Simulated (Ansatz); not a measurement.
# C2H6BFSi: a ladder of functionals and wavefunction methods

How much do the methods differ for C2H6BFSi? The plan is to run it at one geometry with functionals of several rungs and with coupled cluster. The yardstick is the atomisation energy at the CCSD(T) limit.

Method: functionals in def2-TZVPP, the program's frozen cores in correlated methods; program: Ansatz 0.2.0, Gaussian basis.

Levels to be run: LDA (SPW92), PBE-D4, revPBE-D4, BLYP-D4, r2SCAN-D4, B97M-V, PBE0-D4, B3LYP-D4, r2SCANh-D4, r2SCAN0-D4, HSE06-D4, BHLYP-D4, CAM-B3LYP-D4, LC-ωPBE, ωB97X-V, ωB97M-V, B2PLYP, PBE-QIDH; CCSD(T)/def2-SVP; CCSD(T)/def2-TZVPP; MP2/def2-QZVPP; extrapolation to the limit; RPA on PBE.

## Step 1: The relaxed structure

All runs share one geometry, relaxed beforehand with PBE0-D4 in a triple-zeta def2 set.

SMILES `C=C[SiH2]BF`, 11 atoms, charge 0, spin multiplicity 1.

Atoms are counted from 1 here; the program's logs count them from 0.

Bond lengths: C1–C2 1.331 Å, C1–H6 1.087 Å, C1–H7 1.085 Å, C2–Si3 1.863 Å, C2–H8 1.090 Å, Si3–B4 2.035 Å, Si3–H9 1.494 Å, Si3–H10 1.494 Å, B4–F5 1.324 Å, B4–H11 1.204 Å. Angles: C2–C1–H6 121.8°, C2–C1–H7 122.2°, H6–C1–H7 116.0°, C1–C2–Si3 124.3°, C1–C2–H8 117.8°, Si3–C2–H8 117.9°, C2–Si3–B4 115.9°, C2–Si3–H9 110.1°, C2–Si3–H10 110.1°, B4–Si3–H9 107.3°, B4–Si3–H10 107.3°, H9–Si3–H10 105.5°, Si3–B4–F5 122.5°, Si3–B4–H11 121.8°, F5–B4–H11 115.7°.

Geometry (Å):

```xyz
11
charge 0, multiplicity 1
C    -0.5780    1.6781   -0.5545
C    -0.7670    0.4364   -0.9943
Si   -0.0261   -1.0812   -0.2076
B     1.1247   -0.7580    1.4390
F     1.3494    0.4538    1.9228
H    -1.0310    2.5347   -1.0465
H     0.0351    1.8968    0.3140
H    -1.3970    0.2988   -1.8727
H     0.8149   -1.8167   -1.1999
H    -1.1065   -2.0358    0.1848
H     1.6470   -1.6641    2.0356
```

## Step 2: LDA

This LDA is Slater exchange with PW92 correlation.

Input file in.yaml:

```yaml
crystal:
  periodic: [false, false, false]
  atoms:
    - {symbol: C, position_ang: [-0.578040, 1.678133, -0.554521]}
    - {symbol: C, position_ang: [-0.767035, 0.436364, -0.994268]}
    - {symbol: Si, position_ang: [-0.026099, -1.081156, -0.207634]}
    - {symbol: B, position_ang: [1.124704, -0.757959, 1.438960]}
    - {symbol: F, position_ang: [1.349432, 0.453805, 1.922811]}
    - {symbol: H, position_ang: [-1.031035, 2.534718, -1.046508]}
    - {symbol: H, position_ang: [0.035138, 1.896754, 0.314026]}
    - {symbol: H, position_ang: [-1.397013, 0.298837, -1.872654]}
    - {symbol: H, position_ang: [0.814946, -1.816697, -1.199895]}
    - {symbol: H, position_ang: [-1.106486, -2.035775, 0.184758]}
    - {symbol: H, position_ang: [1.646989, -1.664123, 2.035624]}
basis:
  gaussian: {orbitals: def2-TZVPP}
hamiltonian: {xc: lda}
output: {orbitals: {seedname: orbitals}}
```

The run is started by

```bash
> ansatz run in.yaml --threads 4 --pin off --events-out ev --progress --plain --max-ram 10444MiB
```

The runs that follow: PBE-D4 (GGA); revPBE-D4 (GGA); BLYP-D4 (GGA); r2SCAN-D4 (meta-GGA); B97M-V (meta-GGA); PBE0-D4 (hybrid); B3LYP-D4 (hybrid); r2SCANh-D4 (hybrid); r2SCAN0-D4 (hybrid); HSE06-D4 (hybrid); BHLYP-D4 (hybrid); CAM-B3LYP-D4 (range-separated); LC-ωPBE (range-separated); ωB97X-V (range-separated); ωB97M-V (range-separated); B2PLYP (double hybrid); PBE-QIDH (double hybrid); CCSD(T) in def2-SVP; CCSD(T) in def2-TZVPP; MP2 in def2-QZVPP; RPA on PBE orbitals.

**Question.** What will the summary of the whole plan be? Wanted: atomisation energy, CCSD(T)/CBS; farthest beyond LDA; mean size of error, GGA; mean size of error, meta-GGA; mean size of error, hybrid; mean size of error, range-separated; mean size of error, double hybrid; gap, smallest and largest; T1 diagnostic.

As calculated:

| quantity | value |
| --- | --- |
| atomisation energy, CCSD(T)/CBS | 995.6 kcal/mol |
| functionals within 5.0 kcal/mol (0.5 %) | revPBE-D4, BLYP-D4, PBE0-D4, B3LYP-D4, r2SCANh-D4, HSE06-D4, LC-ωPBE, ωB97X-V, ωB97M-V, PBE-QIDH |
| farthest beyond LDA | BHLYP-D4 (-19.3 kcal/mol) |
| mean size of error, GGA | 7.7 kcal/mol |
| mean size of error, meta-GGA | 5.8 kcal/mol |
| mean size of error, hybrid | 6.5 kcal/mol |
| mean size of error, range-separated | 4.4 kcal/mol |
| mean size of error, double hybrid | 4.7 kcal/mol |
| gap, smallest and largest | 3.84 eV (LDA (SPW92)), 11.40 eV (LC-ωPBE) |
| T1 diagnostic | 0.0135 |
| triples share of the correlation energy | 3.7 % |

In words: The LDA atomisation energy is off by 131.8 kcal/mol (13 %): it overbinds. PBE-D4 is off by +18.1 kcal/mol. Double hybrids carry the basis error of their MP2 part in triple zeta, and no dispersion term here, so their miss is partly the set-up's. The rungs range-separated, double hybrid miss on average by less than the doubt on the reference (5.0 kcal/mol), so they tie. Misses under about 5.0 kcal/mol are within the doubt on the reference itself, which lacks core-valence correlation, relativity and higher excitations. Hartree-Fock recovers 77 % of the binding; the rest is correlation. CCSD(T) in def2-SVP is off by -44.3 kcal/mol, so the small basis spoils what the method gains. The gap grows from 3.8 to 11.4 eV across the functionals, mostly with the share of exact exchange.
